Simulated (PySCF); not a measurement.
# Os5 (Os5-): the cost of one run

Computed with PySCF 2.14.0. Level: several levels, as the steps say, no spin–orbit coupling.

9 further runs of the same task are left out: 1 for a known fault of the program, 8 that didn't finish.

## (1) Where the work starts

5 atoms, charge -1, spin multiplicity 4.

Bond lengths: Os1–Os2 2.436 Å, Os1–Os4 2.377 Å, Os2–Os3 2.436 Å, Os2–Os4 2.472 Å, Os2–Os5 2.472 Å, Os3–Os5 2.377 Å, Os4–Os5 2.613 Å. Angles: Os2–Os1–Os4 61.8°, Os1–Os2–Os3 179.7°, Os1–Os2–Os4 57.9°, Os1–Os2–Os5 121.7°, Os3–Os2–Os4 121.7°, Os3–Os2–Os5 57.9°, Os4–Os2–Os5 63.8°, Os2–Os3–Os5 61.8°, Os1–Os4–Os2 60.3°, Os1–Os4–Os5 118.4°, Os2–Os4–Os5 58.1°, Os2–Os5–Os3 60.3°, Os2–Os5–Os4 58.1°, Os3–Os5–Os4 118.4°.

As a file:

```
atom     x (Å)     y (Å)    z (Å)
 Os1  -2.43642  -0.83500  0.00000
 Os2   0.00000  -0.84232  0.00000
 Os3   2.43642  -0.83500  0.00000
 Os4  -1.30650   1.25616  0.00000
 Os5   1.30650   1.25616  0.00000
```

An earlier session relaxed this geometry at B3LYP, Os def2-SVP with ECP60 (quartet, point group C2v).

At B3LYP on the finer grid: E = -453.437786 Eh, HOMO -0.71 eV, LUMO 0.75 eV (over both spins), ⟨S²⟩ = 6.182, Mulliken charge on Os1 -0.31 e, largest force component 0.196 eV/Å. The state is spin-contaminated.

Levels to run: revPBE; B3LYP, TZVP. Hardware: 4 threads of Arm Neoverse V2, shared host.

## (2) revPBE

run.py (the lines that set the calculation)

```python
mol = gto.M(atom='''
Os    -2.43642    -0.83500     0.00000
Os     0.00000    -0.84232     0.00000
Os     2.43642    -0.83500     0.00000
Os    -1.30650     1.25616     0.00000
Os     1.30650     1.25616     0.00000''',
    basis={'Os': 'def2-SVP'},
    ecp={'Os': 'def2-SVP'},
    charge=-1, spin=3)
mf = dft.UKS(mol, xc='PBE_R,PBE')
mf.grids.atom_grid = (75, 302)
mf = mf.density_fit()  # fitting sets: Os def2-universal-JKFIT
mf.conv_tol = 1e-08; mf.max_cycle = 55
mf.kernel(dm0)  # dm0: the density of the relaxed state
```

The run is started by

```console
$ OMP_NUM_THREADS=4 python run.py
```

**Question.** How long does this run take on 4 threads of Arm Neoverse V2, shared host?

About 22 s.
